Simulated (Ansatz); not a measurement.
# CH₆GaSi radical: basis-set convergence

How large a basis does CH₆GaSi radical need? Two functionals are run in growing sets.

Method: one geometry, several basis sets; program: Ansatz 0.2.0, Gaussian basis.

The runs, in order: PBE0-D4/def2-SVP; ωB97M-V/def2-SVP; PBE0-D4/def2-QZVPP; ωB97M-V/def2-QZVPP; the functionals' def2-TZVPP values are taken from earlier runs.

## 1. Structure used throughout

The geometry comes from an earlier relaxation with PBE0-D4 in a triple-zeta def2 set; it is a stationary point, not always the lowest conformer.

SMILES `[CH3][Ga][SiH3]`, 9 atoms, charge 0, spin multiplicity 2.

Atoms are counted from 1 here; the program's logs count them from 0.

Bond lengths: C1–Ga2 1.991 Å, C1–H4 1.094 Å, C1–H5 1.090 Å, C1–H6 1.094 Å, Ga2–Si3 2.454 Å, Si3–H7 1.491 Å, Si3–H8 1.494 Å, Si3–H9 1.491 Å. Angles: Ga2–C1–H4 108.9°, Ga2–C1–H5 112.9°, Ga2–C1–H6 108.9°, H4–C1–H5 109.1°, H4–C1–H6 107.7°, H5–C1–H6 109.1°, C1–Ga2–Si3 122.9°, Ga2–Si3–H7 108.6°, Ga2–Si3–H8 116.8°, Ga2–Si3–H9 108.5°, H7–Si3–H8 107.6°, H7–Si3–H9 107.3°, H8–Si3–H9 107.6°.

## 2. PBE0-D4 in def2-SVP

in.yaml

```yaml
crystal:
  periodic: [false, false, false]
  atoms:
    - {symbol: C, position_ang: [-0.932528, 1.329659, -1.144907]}
    - {symbol: Ga, position_ang: [0.722160, 0.829124, -0.157900]}
    - {symbol: Si, position_ang: [0.944931, -1.267778, 1.096844]}
    - {symbol: H, position_ang: [-1.149976, 0.556059, -1.887896]}
    - {symbol: H, position_ang: [-0.852801, 2.293721, -1.646248]}
    - {symbol: H, position_ang: [-1.769764, 1.359979, -0.440720]}
    - {symbol: H, position_ang: [2.116074, -2.019847, 0.562330]}
    - {symbol: H, position_ang: [-0.230719, -2.189446, 1.080838]}
    - {symbol: H, position_ang: [1.241123, -0.937871, 2.520459]}
basis:
  gaussian: {orbitals: def2-SVP}
magnetization: {spin_polarized: true, initial_magnetization: 1}
hamiltonian: {xc: pbe0, dispersion: d4}
output: {orbitals: {seedname: orbitals}}
```

Further steps of the session: ωB97M-V in def2-SVP; PBE0-D4 in def2-QZVPP; ωB97M-V in def2-QZVPP.

Q: Predict the results of all the runs planned. Wanted: PBE0-D4: double and triple zeta above quadruple; ωB97M-V: double and triple zeta above quadruple.

**Answer**, as computed:

| quantity | value |
| --- | --- |
| PBE0-D4: double and triple zeta above quadruple | 12.23, 1.51 eV |
| ωB97M-V: double and triple zeta above quadruple | 12.27, 1.46 eV |

What this shows: PBE0-D4 gains 10.72 eV from double to triple zeta, then 1.51 eV more. Total energies overstate the basis error of differences, where much of it tends to cancel.
